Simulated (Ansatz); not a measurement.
# Ga2F, relaxed, part 2 of 2

Wanted: the geometry at rest of Ga2F (a known structure type filled with other elements, at an estimated volume), relaxing the atoms in a fixed cell, and its electronic structure there.

Ansatz 0.2.0; DFT, PBE, no spin polarisation, plane waves, PAW. Relaxing the atoms in a fixed cell. Earlier steps stand in the parts before.

### 3 More of the same log

Output, continued:

```text
SCF iter   7: F=—  HF=-16747.660856 eV  |F-HF|=—  |Δ(HF+E_count)|=   4.14e-7  Δρ=5.82e-5  dr2=2.81e-6  ethr=1.01e-8  ⟨swp⟩=2.0  Hψ=1951  notcnv=0  defer=14
SCF iter   8: F=—  HF=-16747.660856 eV  |F-HF|=—  |Δ(HF+E_count)|=   6.12e-7  Δρ=2.65e-5  dr2=6.39e-7  ethr=4.26e-9  ⟨swp⟩=2.0  Hψ=1948  notcnv=0  defer=14
SCF iter   9: F=-16747.660856 eV  HF=-16747.660856 eV  |F-HF|=2.65e-8  |Δ(HF+E_count)|=   5.51e-8  Δρ=8.29e-6  dr2=9.52e-8  ethr=1.52e-10  ⟨swp⟩=8.3  Hψ=7419  notcnv=0
SCF 5 converged in 9 iterations: F = -16747.660856 eV  dr2 = 9.52e-8
relax step   5: F+E_penalty+E_count = -16747.66085578 eV  Δ(F+E_penalty+E_count) = -2.146e-2 eV  max|allowed force component| = 1.750e-1 eV/Å  Δτ_max = 0.0844 Å  (9 SCF iters, accepted)
SCF iter   1: F=—  HF=-16747.730870 eV  |F-HF|=—  |Δ(HF+E_count)|=         —  Δρ=1.14e-2  dr2=7.24e-2  ethr=1.94e-3  ⟨swp⟩=4.3  Hψ=2639  notcnv=0  defer=2
preconditioner: auto → Kerker (q_TF=auto, 2.593 Å⁻¹)  [metal: Δε(μ)=0.099 eV  Ē_g=15.620 eV  σ=0.100 eV  W_gap=0.24  n_scr=30 (ndim 8)  ℏωp=31.9 eV  f_vac=0.000  D(μ)=1.71/eV (n_scr^D=10)]
SCF iter   2: F=—  HF=-16747.711531 eV  |F-HF|=—  |Δ(HF+E_count)|=   1.93e-2  Δρ=5.91e-3  dr2=2.45e-2  ethr=1.10e-4  ⟨swp⟩=2.0  Hψ=1413  notcnv=0  defer=10
SCF iter   3: F=—  HF=-16747.704004 eV  |F-HF|=—  |Δ(HF+E_count)|=   7.53e-3  Δρ=1.02e-3  dr2=1.59e-3  ethr=3.72e-5  ⟨swp⟩=2.0  Hψ=2064  notcnv=0  defer=10
SCF iter   4: F=—  HF=-16747.703809 eV  |F-HF|=—  |Δ(HF+E_count)|=   1.95e-4  Δρ=6.21e-4  dr2=6.46e-4  ethr=2.41e-6  ⟨swp⟩=2.0  Hψ=1846  notcnv=0  defer=10
SCF iter   5: F=—  HF=-16747.703635 eV  |F-HF|=—  |Δ(HF+E_count)|=   1.74e-4  Δρ=2.11e-4  dr2=1.88e-4  ethr=9.78e-7  ⟨swp⟩=2.0  Hψ=1596  notcnv=0  defer=10
SCF iter   6: F=—  HF=-16747.703602 eV  |F-HF|=—  |Δ(HF+E_count)|=   3.29e-5  Δρ=1.32e-4  dr2=2.00e-5  ethr=2.85e-7  ⟨swp⟩=2.0  Hψ=1283  notcnv=0  defer=10
SCF iter   7: F=—  HF=-16747.703603 eV  |F-HF|=—  |Δ(HF+E_count)|=   1.39e-6  Δρ=1.43e-4  dr2=1.52e-5  ethr=2.00e-8  ⟨swp⟩=12.3  Hψ=9809  notcnv=0
SCF iter   8: F=-16747.703600 eV  HF=-16747.703600 eV  |F-HF|=2.63e-7  |Δ(HF+E_count)|=   3.49e-6  Δρ=2.27e-5  dr2=9.00e-7  ethr=2.00e-8  ⟨swp⟩=10.0  Hψ=9043  notcnv=0
SCF 6 converged in 8 iterations: F = -16747.703600 eV  dr2 = 9.00e-7
relax step   6: F+E_penalty+E_count = -16747.70359972 eV  Δ(F+E_penalty+E_count) = -4.274e-2 eV  max|allowed force component| = 1.748e-1 eV/Å  Δτ_max = 0.1164 Å  (8 SCF iters, dr2 threshold 1.32e-5 eV, accepted)
SCF iter   1: F=—  HF=-16747.801155 eV  |F-HF|=—  |Δ(HF+E_count)|=         —  Δρ=1.87e-2  dr2=2.53e-1  ethr=2.94e-3  ⟨swp⟩=5.0  Hψ=2790  notcnv=0  defer=7
preconditioner: auto → Kerker (q_TF=auto, 2.593 Å⁻¹)  [metal: Δε(μ)=0.040 eV  Ē_g=15.710 eV  σ=0.100 eV  W_gap=0.10  n_scr=30 (ndim 8)  ℏωp=31.9 eV  f_vac=0.000  D(μ)=1.63/eV (n_scr^D=10)]
SCF iter   2: F=—  HF=-16747.738532 eV  |F-HF|=—  |Δ(HF+E_count)|=   6.26e-2  Δρ=9.66e-3  dr2=8.47e-2  ethr=3.83e-4  ⟨swp⟩=2.0  Hψ=1451  notcnv=0  defer=20
SCF iter   3: F=—  HF=-16747.715663 eV  |F-HF|=—  |Δ(HF+E_count)|=   2.29e-2  Δρ=2.10e-3  dr2=3.61e-3  ethr=1.28e-4  ⟨swp⟩=2.0  Hψ=2065  notcnv=0  defer=20
SCF iter   4: F=—  HF=-16747.712850 eV  |F-HF|=—  |Δ(HF+E_count)|=   2.81e-3  Δρ=1.12e-3  dr2=1.45e-3  ethr=5.47e-6  ⟨swp⟩=2.0  Hψ=1876  notcnv=0  defer=20
SCF iter   5: F=—  HF=-16747.712661 eV  |F-HF|=—  |Δ(HF+E_count)|=   1.89e-4  Δρ=3.03e-4  dr2=1.85e-4  ethr=2.20e-6  ⟨swp⟩=1.7  Hψ=1099  notcnv=0  defer=20
SCF iter   6: F=—  HF=-16747.712627 eV  |F-HF|=—  |Δ(HF+E_count)|=   3.42e-5  Δρ=2.29e-4  dr2=3.46e-5  ethr=2.80e-7  ⟨swp⟩=2.0  Hψ=1865  notcnv=0  defer=20
SCF iter   7: F=-16747.712619 eV  HF=-16747.712620 eV  |F-HF|=5.95e-7  |Δ(HF+E_count)|=   7.36e-6  Δρ=6.22e-5  dr2=3.01e-6  ethr=4.61e-8  ⟨swp⟩=12.8  Hψ=10029  notcnv=0
SCF 7 converged in 7 iterations: F = -16747.712619 eV  dr2 = 3.01e-6
relax step   7: F+E_penalty+E_count = -16747.71261911 eV  Δ(F+E_penalty+E_count) = -9.019e-3 eV  max|allowed force component| = 2.291e-1 eV/Å  Δτ_max = 0.1949 Å  (7 SCF iters, dr2 threshold 3.04e-5 eV, accepted)
SCF iter   1: F=—  HF=-16747.747324 eV  |F-HF|=—  |Δ(HF+E_count)|=         —  Δρ=7.97e-3  dr2=6.08e-2  ethr=6.40e-4  ⟨swp⟩=3.7  Hψ=2374  notcnv=0  defer=17
preconditioner: auto → Kerker (q_TF=auto, 2.593 Å⁻¹)  [metal: Δε(μ)=0.120 eV  Ē_g=15.637 eV  σ=0.100 eV  W_gap=0.28  n_scr=30 (ndim 8)  ℏωp=31.9 eV  f_vac=0.000  D(μ)=1.59/eV (n_scr^D=6)]
SCF iter   2: F=—  HF=-16747.735603 eV  |F-HF|=—  |Δ(HF+E_count)|=   1.17e-2  Δρ=4.30e-3  dr2=2.52e-2  ethr=9.22e-5  ⟨swp⟩=1.9  Hψ=1352  notcnv=0  defer=20
SCF iter   3: F=—  HF=-16747.730122 eV  |F-HF|=—  |Δ(HF+E_count)|=   5.48e-3  Δρ=1.26e-3  dr2=2.06e-3  ethr=3.82e-5  ⟨swp⟩=2.0  Hψ=2050  notcnv=0  defer=20
SCF iter   4: F=—  HF=-16747.729754 eV  |F-HF|=—  |Δ(HF+E_count)|=   3.68e-4  Δρ=6.28e-4  dr2=6.40e-4  ethr=3.12e-6  ⟨swp⟩=2.0  Hψ=1898  notcnv=0  defer=19
SCF iter   5: F=—  HF=-16747.729586 eV  |F-HF|=—  |Δ(HF+E_count)|=   1.68e-4  Δρ=2.25e-4  dr2=1.71e-4  ethr=9.70e-7  ⟨swp⟩=2.3  Hψ=1751  notcnv=0  defer=19
SCF iter   6: F=—  HF=-16747.729560 eV  |F-HF|=—  |Δ(HF+E_count)|=   2.58e-5  Δρ=1.35e-4  dr2=1.51e-5  ethr=7.92e-8  ⟨swp⟩=11.3  Hψ=8563  notcnv=0
SCF iter   7: F=-16747.729552 eV  HF=-16747.729555 eV  |F-HF|=2.94e-6  |Δ(HF+E_count)|=   5.13e-6  Δρ=4.63e-5  dr2=3.92e-6  ethr=2.29e-8  ⟨swp⟩=10.1  Hψ=9637  notcnv=0
SCF 8 converged in 7 iterations: F = -16747.729552 eV  dr2 = 3.92e-6
relax step   8: F+E_penalty+E_count = -16747.72955210 eV  Δ(F+E_penalty+E_count) = -1.693e-2 eV  max|allowed force component| = 9.091e-3 eV/Å  Δτ_max = 0.0800 Å  (7 SCF iters, dr2 threshold 5.23e-5 eV, accepted)
iter 1 solved again at ethr=5.95e-9 eV; its pass at ethr=3.10e-3 eV (dr2=3.93e-6 eV) is discarded
SCF iter   1: F=—  HF=-16747.729394 eV  |F-HF|=—  |Δ(HF+E_count)|=         —  Δρ=4.65e-5  dr2=3.93e-6  ethr=5.95e-9  ⟨swp⟩=1.0  Hψ=2810  notcnv=0
preconditioner: auto → Kerker (q_TF=auto, 2.593 Å⁻¹)  [metal: Δε(μ)=0.069 eV  Ē_g=15.620 eV  σ=0.100 eV  W_gap=0.17  n_scr=30 (ndim 8)  ℏωp=31.9 eV  f_vac=0.000  D(μ)=1.59/eV (n_scr^D=6)]
SCF iter   2: F=—  HF=-16747.729555 eV  |F-HF|=—  |Δ(HF+E_count)|=   1.61e-4  Δρ=2.90e-5  dr2=1.87e-6  ethr=5.95e-9  ⟨swp⟩=2.5  Hψ=2040  notcnv=0
SCF iter   3: F=—  HF=-16747.729554 eV  |F-HF|=—  |Δ(HF+E_count)|=   1.50e-7  Δρ=1.84e-5  dr2=1.02e-6  ethr=2.83e-9  ⟨swp⟩=1.0  Hψ=1059  notcnv=0
SCF iter   4: F=-16747.729554 eV  HF=-16747.729554 eV  |F-HF|=6.00e-8  |Δ(HF+E_count)|=   1.48e-7  Δρ=5.97e-6  dr2=8.35e-8  ethr=1.52e-10  ⟨swp⟩=6.9  Hψ=7177  notcnv=0
SCF 9 converged in 4 iterations: F = -16747.729554 eV  dr2 = 8.35e-8
relax step   9: F+E_penalty+E_count = -16747.72955416 eV  Δ(F+E_penalty+E_count) = -2.050e-6 eV  max|allowed force component| = 1.055e-2 eV/Å  Δτ_max = 0.0000 Å  (4 SCF iters, accepted)
SCF converged after 4 iterations
Free energy (F): -16747.729554 eV
Harris-Foulkes:  -16747.729554 eV  (|F-HF|=6.00e-8)
Internal energy: -16747.677959 eV  (E = F + TS)
E sigma→0 (E₀):  -16747.703756 eV
Entropy (-TS):   -0.051596 eV (-8.599 meV/atom)
Fermi energy:    9.266599 eV
--- Per-component energies (eV) ---
  E_band       = -186.103472
  E_kinetic    = 873.225739
  E_local      = -8041.487942  (includes V_loc(G=0)·N_el)
  E_nonlocal   = 1832.596059
  E_hartree    = 3666.389529
  E_xc         = -439.667886
  E_vxc        = -439.904323  (∫ρ·V_xc dr)
  E_paw        = -8336.317525  (= ΣΔE_a)
  E_vpaw       = -1743.317945  (= ΣTr[D̂ρ^β])
  E_aug_tail   = 0.003709  (compensation charges beyond the density's cutoff)
  E_ewald      = -6302.419641
  E_smearing   = -0.051596  (= −TS)
  E_closure    = -0.000000  (closes the sum)
  Σ components = -16747.729554   (vs F -16747.729554, Δ=0.00e0)
--- Forces (eV/Å), atoms counted from 1 ---
  atom   1  F      0.00000000     0.01055227     0.00000000
  atom   2  F     -0.00000000    -0.01055227     0.00000000
  atom   3  Ga    -0.00000000    -0.00419502     0.00000000
  atom   4  Ga     0.00000000     0.00419502     0.00000000
  atom   5  Ga     0.00000000     0.00149166     0.00000000
  atom   6  Ga    -0.00000000    -0.00149166     0.00000000
  max |Σ_I F_I| component: 2.17e-19 eV/Å
--- Stress (GPa, compression-positive) ---
       10.207358      -0.000000       0.000000
       -0.000000       9.036544       0.000000
        0.000000       0.000000       6.974043
  P = ⅓ Tr σ = 8.7393 GPa (87.393 kbar)
--- Band table (eV; the first three rows and the last of 27) ---
  k-point 0: bands = ["-14.2895", "-14.1145", "-5.9795", "-5.9243", "-5.8641", "-5.8309", "-5.7888", "-5.7721", "-5.7707", "-5.7560", "-5.6794", "-5.6507", "-5.6295", "-5.6174", "-5.6147", "-5.6072", "-5.5957", "-5.5852", "-5.5601", "-5.4298", "-5.4158", "-5.3023", "-0.9346", "1.8522", "2.8952", "3.8065", "3.9147", "4.1308", "4.3928", "5.3705", "5.4842", "10.4080", "10.4547", "10.6928", "11.4647", "12.4167", "14.1991", "14.7431", "14.9007", "15.4975"]
  k-point 1: bands = ["-14.2509", "-14.1087", "-5.9686", "-5.9041", "-5.8697", "-5.8292", "-5.7669", "-5.7467", "-5.7212", "-5.7122", "-5.7071", "-5.7032", "-5.6744", "-5.6641", "-5.5997", "-5.5977", "-5.5807", "-5.5599", "-5.5348", "-5.4834", "-5.4257", "-5.3412", "-0.5343", "1.8929", "2.4780", "3.9448", "4.0565", "4.2120", "4.5020", "5.6320", "5.7542", "7.3819", "10.4659", "10.9634", "11.4756", "12.5372", "13.3111", "13.9448", "14.6057", "16.7692"]
  k-point 2: bands = ["-14.1708", "-14.1162", "-5.9095", "-5.8851", "-5.8772", "-5.8136", "-5.8030", "-5.7955", "-5.7226", "-5.7200", "-5.6928", "-5.6522", "-5.6452", "-5.6168", "-5.5887", "-5.5791", "-5.5681", "-5.5540", "-5.5341", "-5.5275", "-5.4984", "-5.4353", "0.5848", "1.7270", "2.1407", "3.2410", "4.2100", "4.3157", "4.9001", "5.4540", "6.4519", "6.8786", "8.1917", "9.0200", "12.4048", "13.5237", "14.1207", "14.6643", "15.1249", "15.6380"]
  k-point 26: bands = ["-14.1290", "-14.0820", "-5.8853", "-5.8535", "-5.8181", "-5.7879", "-5.7599", "-5.7298", "-5.7116", "-5.6923", "-5.6704", "-5.6536", "-5.6332", "-5.6234", "-5.6187", "-5.6017", "-5.5918", "-5.5756", "-5.5514", "-5.5363", "-5.4951", "-5.4775", "1.6561", "2.0635", "2.8574", "3.0087", "3.9881", "4.2458", "4.8943", "5.4162", "5.8205", "6.2468", "7.2419", "8.7798", "10.3947", "10.9896", "11.8933", "12.6323", "13.6127", "14.2998"]
--- Relaxed structure (9 steps of the walk, 9 accepted, 0 SCFs on fresh bases) ---
  F+E_penalty+E_count = -16747.72955416 eV   max|allowed force component| = 1.055e-2 eV/Å
  atoms:
    - { symbol: F, position: [0.08621261515152584, 0.8275747696969484, 0.7499999999999999] }
    - { symbol: F, position: [0.9137873848484742, 0.17242523030305182, 0.24999999999999997] }
    - { symbol: Ga, position: [0.724820948514054, 0.5503581029718921, 0.7499999999999999] }
    - { symbol: Ga, position: [0.2751790514859461, 0.4496418970281078, 0.24999999999999997] }
    - { symbol: Ga, position: [0.4273451055547246, 0.14530978889055107, 0.7499999999999999] }
    - { symbol: Ga, position: [0.5726548944452758, 0.8546902111094486, 0.24999999999999997] }
--- Löwdin populations: 6 sites ---
  site symbol       q [e]
     0      F      7.4489
     1      F      7.4489
     2     Ga     12.8767
     3     Ga     12.8767
     4     Ga     12.5970
     5     Ga     12.5970
  spilling = 0.002348 (of n_electrons = 66.000000)
--- Bader charges: 6 sites ---
  site symbol  charge [e]  shift [e]
     0      F     -0.8113     0.0001
     1      F     -0.8113     0.0001
     2     Ga      0.1988     0.0000
     3     Ga      0.1988     0.0000
     4     Ga      0.6125     0.0001
     5     Ga      0.6125     0.0001
  estimated error of the sums over rays = 3.9e-4 e
```

Run time: 51 s. Hardware: 2 threads of Arm Neoverse V2, shared host; peak memory 0.41 GiB.

Step by step:

| step | energy from step 1 (eV/cell) | largest force component (eV/Å) |
| --- | --- | --- |
| 1 | 0.0000 | 2.0056 |
| 2 | -0.4861 | 0.9042 |
| 3 | -0.5793 | 0.1529 |
| 4 | -0.5866 | 0.1002 |
| 5 | -0.6080 | 0.1750 |
| 6 | -0.6508 | 0.1748 |
| 7 | -0.6598 | 0.2291 |
| 8 | -0.6767 | 0.0091 |
| 9 | -0.6767 | 0.0106 |

Step 1 is the start. Step 9 solves the same geometry again.

The largest move, 0.35 Å, is shared by several atoms, Ga4 among them.

### 4 Density of states

States per cell by energy window, from dos.tsv and pdos.tsv (tetrahedra; eV from the Fermi level):

```
from    to  total   F p  Ga s  Ga p
-8.0  -7.0   1.83  0.58  0.70  0.50
-7.0  -6.0   2.58  1.41  0.49  0.64
-6.0  -5.0   4.76  3.71  0.24  0.75
-5.0  -4.0   3.37  2.64  0.29  0.39
-4.0  -3.0   2.21  1.17  0.65  0.35
-3.0  -2.0   1.95  0.72  0.80  0.38
-2.0  -1.0   1.63  0.30  0.64  0.65
-1.0   0.0   1.61  0.19  0.36  1.01
 0.0   1.0   1.51  0.14  0.26  1.06
 1.0   2.0   1.89  0.17  0.22  1.44
 2.0   3.0   2.27  0.15  0.31  1.70
 3.0   4.0   2.28  0.13  0.29  1.73
```

### 5 Charges

Gathered by element (positive charge: electrons given up): Löwdin charges also hold the electrons that the projection spills.

```
element  atoms  Bader charge (e)  Bader volume (Å³)  Löwdin charge (e)
      F      2             -0.81               12.2              -0.45
     Ga      4    +0.20 to +0.61       16.0 to 16.6     +0.12 to +0.40
```

Löwdin charges rest on a small set of atomic orbitals that misses 0.2 % of the electrons, so they need not add up to the cell's charge and can differ from Bader's even in sign.

### 6 Real-space fields

Maps in the plane spanned by a and c at height 0.172 along b (axes of the input's cell), one cell: a runs left to right (11 points from zero), c bottom to top (11 points), 90° apart. Near the nuclei they are pseudo-fields.

Valence density. Values in e/Å³, 11 rows by 11 columns:
```
 0.11  0.14  0.27  0.71  1.73  1.84  0.79  0.30  0.14  0.11  0.11
 0.07  0.14  0.44  2.13 13.40 15.10  2.68  0.51  0.16  0.07  0.05
 0.06  0.15  0.50  3.00 22.90 25.90  3.91  0.58  0.17  0.07  0.05
 0.08  0.14  0.35  1.24  5.11  5.64  1.46  0.40  0.15  0.08  0.07
 0.18  0.16  0.21  0.43  0.75  0.78  0.46  0.23  0.16  0.18  0.20
 0.71  0.32  0.18  0.19  0.24  0.25  0.19  0.18  0.29  0.66  0.98
 3.42  0.87  0.23  0.12  0.12  0.12  0.12  0.21  0.74  3.03  5.81
 8.19  1.59  0.30  0.11  0.08  0.08  0.10  0.26  1.30  7.22 13.60
 6.13  1.28  0.27  0.11  0.09  0.09  0.11  0.24  1.07  5.39 10.30
 1.56  0.54  0.20  0.15  0.16  0.16  0.15  0.18  0.47  1.42  2.46
 0.34  0.21  0.18  0.27  0.40  0.41  0.29  0.19  0.20  0.32  0.43
```

ELF. Ten even steps from '0' (0.03) to '9' (0.81):
```
00232232101
01310013200
02310013200
01220022100
20133331023
84112320389
98201101899
89400003995
99300002997
96112211699
51123321157
```

Atoms within 0.2 Å of the plane, in fractions of a and c: F at (0.91, 0.25), Ga at (0.43, 0.75).

Scans along the contacts give these minima of the density:

```csv
contact,length (Å),minimum at (fraction),density (e/Å³),ELF
F1–Ga6,2.529,0.50,0.181,0.11
Ga3–Ga4,2.620,0.50,0.292,0.49
```

```
fraction  F1–Ga6  Ga3–Ga4
     0.2    3.46      3.6
     0.3   0.839    0.749
     0.4   0.271    0.364
     0.5   0.181    0.292
     0.6    0.29    0.364
     0.7   0.786    0.749
     0.8    4.15      3.6
```

(Smooth valence density in e/Å³ at fractions of each contact.)

### 7 Results

This closing draws on all 2 parts.

| quantity | value |
| --- | --- |
| moves | 7 |
| energy gained | 112.8 meV/atom |
| largest move | 0.35 Å (Ga) |
| space group (0.01 Å), before / after | Cmcm / Cmcm |
| pressure left in the fixed cell | 8.7 GPa |
| character | metal |
| density of states, mean within 0.25 eV of the Fermi level | 1.7 per eV per cell |
| Bader charges | F -0.81, Ga +0.20 to +0.61 e |

What this shows: In the fixed cell the largest move of an atom is 0.35 Å; the energy fell by 112.8 meV per atom. The fixed cell still holds a mean pressure of 8.7 GPa, so it would expand if let free. The run held to 8 symmetry operations, so a lower structure without them is not ruled out. The cell is metallic; within 0.25 eV of the Fermi level the density of states averages 1.7 per eV per cell, mostly Ga p (67 %) and Ga s (20 %). By Bader's partition Ga gives up most (+0.41 e) and F takes most (-0.81 e).

Limits of this run: the k mesh is coarse for a cell without a gap; the SCF threshold is loose for a stress.
